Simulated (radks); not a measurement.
# Sr⁴⁺ in [Ar] 3d10 4s1 4p5: an all-electron calculation

The task here is to estimate one member of a computed series from the others.

The numbers are computed with radks (a radial shooting solver on a logarithmic mesh, Libxc functionals) version 1 (scalar-relativistic Kohn-Sham, PBEsol, spin-unpolarised, spherical densities, point nucleus), except any that are marked as measured or tabulated.

### The system

```
element       : strontium (Z = 38)
charge        : +4
electrons     : 34
configuration : [Ar] 3d10 4s1 4p5
```

The outer shells:

Sr⁴⁺
```
[Ar] core
3d [↑↓][↑↓][↑↓][↑↓][↑↓]
4s [↑ ]
4p [↑↓][↑↓][↑ ]
```

The first run:

Input:

```text
Z 38
configuration [Ar] 3d10 4s1 4p5
relativity scalar-relativistic
functional pbe_sol,pbe_sol
spin unpolarised
nucleus point
c 137.035999084
```

One of the session's tables, all rows but one given; the rest of the session is left out.

It belongs to the step «Orbitals and density». From the orbitals of this run (lengths in bohr):

```
level      <r>  outermost maximum (interpolated)  90 % within  nodes
   1s  0.03918                            0.0255       0.0701      0
   2s   0.1726                             0.145        0.267      1
   2p   0.1504                             0.116        0.245      0
   3s   0.4920                             0.436        0.730      2
   3p        ?                                 ?            ?      ?
   3d   0.4963                             0.376        0.804      0
   4s    1.294                              1.16         1.88      3
   4p    1.436                              1.27         2.10      2
```

**Question.** Estimate the row for 3p.

As computed: <r>: 0.4980; outermost maximum (interpolated): 0.431; 90 % within: 0.756; nodes: 1. In the column «<r>» it lies between 3d (0.4963) and 4s (1.294).
